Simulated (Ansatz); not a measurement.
# C2H3FInN: taking an electron away

The task here is to estimate one member of a computed series from the others.

The runs use Ansatz 0.2.0, Gaussian basis; unrestricted cation, the program's frozen cores in correlated methods.

Levels to be run: UKS PBE-D4/def2-TZVPP; UKS r2SCAN-D4/def2-TZVPP; UKS PBE0-D4/def2-TZVPP; UKS B3LYP-D4/def2-TZVPP; UKS wB97X-V/def2-TZVPP; UKS wB97M-V/def2-TZVPP; UKS B2PLYP/def2-TZVPP; UHF-CCSD(T)/def2-TZVPP; UHF-MP2/def2-QZVPP; extrapolation to the limit; then −ε(HOMO) from the neutral's earlier runs with LDA (SPW92), PBE-D4, revPBE-D4, BLYP-D4, r2SCAN-D4, B97M-V, PBE0-D4, B3LYP-D4, r2SCANh-D4, r2SCAN0-D4, HSE06-D4, BHLYP-D4, CAM-B3LYP-D4, LC-ωPBE, ωB97X-V, ωB97M-V.

### The geometry

An earlier PBE0-D4 in a triple-zeta def2 set relaxation fixed the geometry. In takes the def2 core potential; no spin-orbit term is included.

8 atoms, charge 0, spin multiplicity 1.

Atoms are counted from 1 here; the program's logs count them from 0.

Bond lengths: C1–In2 2.115 Å, C1–H6 1.088 Å, C1–H7 1.090 Å, C1–H8 1.090 Å, In2–F3 1.947 Å, In2–C4 2.111 Å, C4–N5 1.153 Å. Angles: In2–C1–H6 110.6°, In2–C1–H7 108.6°, In2–C1–H8 108.6°, H6–C1–H7 110.0°, H6–C1–H8 110.0°, H7–C1–H8 108.8°, C1–In2–F3 118.4°, C1–In2–C4 133.4°, F3–In2–C4 108.2°, In2–C4–N5 176.3°.

Set-up of the first run:

File in.yaml:

```yaml
crystal:
  periodic: [false, false, false]
  atoms:
    - {symbol: C, position_ang: [-1.375728, -0.622151, 0.046641]}
    - {symbol: In, position_ang: [0.654370, -0.050745, 0.210707]}
    - {symbol: F, position_ang: [1.828856, -1.119068, 1.338216]}
    - {symbol: C, position_ang: [1.791141, 1.521433, -0.621704]}
    - {symbol: N, position_ang: [2.350112, 2.403437, -1.111352]}
    - {symbol: H, position_ang: [-1.913463, 0.058117, -0.610766]}
    - {symbol: H, position_ang: [-1.822073, -0.611230, 1.040867]}
    - {symbol: H, position_ang: [-1.421115, -1.636894, -0.348408]}
basis:
  gaussian: {orbitals: def2-TZVPP}
total_charge: 1
magnetization: {spin_polarized: true, initial_magnetization: 1}
hamiltonian: {xc: pbe, dispersion: d4}
```

Run with:

```bash
$ ansatz run in.yaml --threads 2 --pin off --events-out ev --progress --plain --max-ram 32768MiB --backend cpu
```

Steps of the session up to this table: Cation, UKS PBE-D4/def2-TZVPP; Cation, UKS r2SCAN-D4/def2-TZVPP; Cation, UKS PBE0-D4/def2-TZVPP; Cation, UKS B3LYP-D4/def2-TZVPP; Cation, UKS wB97X-V/def2-TZVPP; Cation, UKS wB97M-V/def2-TZVPP; Cation, UKS B2PLYP (frozen core)/def2-TZVPP; Cation, UHF-CCSD(T)/def2-TZVPP; Cation, UHF-MP2/def2-QZVPP.

One of the session's tables, all rows but one given; the rest of the session is left out.

Orbital estimates, from the neutral's runs:

```
  functional  −ε(HOMO) (eV)
 LDA (SPW92)           8.02
      PBE-D4           7.79
   revPBE-D4              ?
     BLYP-D4           7.69
   r2SCAN-D4           8.13
      B97M-V           8.16
     PBE0-D4           9.25
    B3LYP-D4           9.02
  r2SCANh-D4           8.67
  r2SCAN0-D4           9.46
    HSE06-D4           8.84
    BHLYP-D4          10.48
CAM-B3LYP-D4          10.64
     LC-ωPBE          11.97
     ωB97X-V          11.59
     ωB97M-V          11.49
```

**Question.** Estimate the row for revPBE-D4.

The run gave: −ε(HOMO) (eV): 7.70. In the column «−ε(HOMO) (eV)» it lies between BLYP-D4 (7.69) and PBE-D4 (7.79).

To keep in mind: The cation may have settled in a state other than its lowest; no search over hole states beyond the program's own was made.
